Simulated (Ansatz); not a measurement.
BH7P2Si, SMILES BP[SiH2]P, an atomisation energy

Run with Ansatz's Python interface.

The script reads `bh7p2si.xyz`:
```text
11

B     2.09550    0.37360   -0.32360
P     1.24650   -0.73680    1.00970
Si   -0.67400   -0.92620   -0.07110
P    -1.52510    1.07380   -0.46610
H     1.77290    0.30440   -1.45820
H     3.05910    0.99260   -0.03600
H     0.79680    0.38410    1.81680
H    -1.61830   -1.69120    0.75640
H    -0.45740   -1.63300   -1.34210
H    -1.86110    1.30780    0.92760
H    -2.83500    0.55100   -0.81340
```

`bh7p2si_tae.py`:
```python
from collections import Counter

import ansatz as az


def energy(molecule, charge=0, unpaired=0):
    calc = molecule.calculation().basis(gaussian='aug-cc-pVDZ').functional('HF')
    if charge:
        calc = calc.charge(charge)
    if unpaired:
        calc = calc.spin('collinear', total=unpaired)
    return calc.run(threads=1).report['free_energy_ev']

geometry = az.Crystal.molecule_from_extxyz('bh7p2si.xyz')

unpaired = {'B': 1, 'P': 3, 'Si': 2, 'H': 1}
counts = Counter(site.symbol for site in geometry.cartesian_sites)
atom_energy = {s: energy(az.Crystal.molecule().atom(s, (0, 0, 0)), 0, unpaired[s]) for s in counts}
whole = energy(geometry, 0, 0)
for s, e in atom_energy.items():
    print(f'{s:2s} x{counts[s]}  {e:14.5f} eV')
print(f'BH7P2Si: {whole:.5f} eV')
split = sum(counts[s] * e for s, e in atom_energy.items()) - whole
print(f'atomisation energy (no zero-point term): {split:.3f} eV, {split / sum(counts.values()):.3f} eV an atom')
```

```console
$ python bh7p2si_tae.py
B  x1      -667.51092 eV
P  x2     -9271.19025 eV
Si x1     -7860.03439 eV
H  x7       -13.58758 eV
BH7P2Si: -27188.38904 eV
atomisation energy (no zero-point term): 23.350 eV, 2.123 eV an atom
```

23.350 eV from the electronic energies, without the zero-point term.

Notes:
- Total energies depend on the basis set; only differences at equal settings carry meaning.
- The geometry is a force-field or estimated start, not a minimum of this method, and the basis set is short of its limit. All parts are taken at fixed geometry, without zero-point energy.
- Hartree-Fock leaves correlation out, so bond, atomisation and ionisation energies come out well too low.
- For Al to Cl the sets with a tight d function, cc-pV(X+d)Z, are usual.
- The whole script took 3 s on 1 thread of Arm Neoverse V2, with other jobs on the host, peak memory 0.46 GiB.
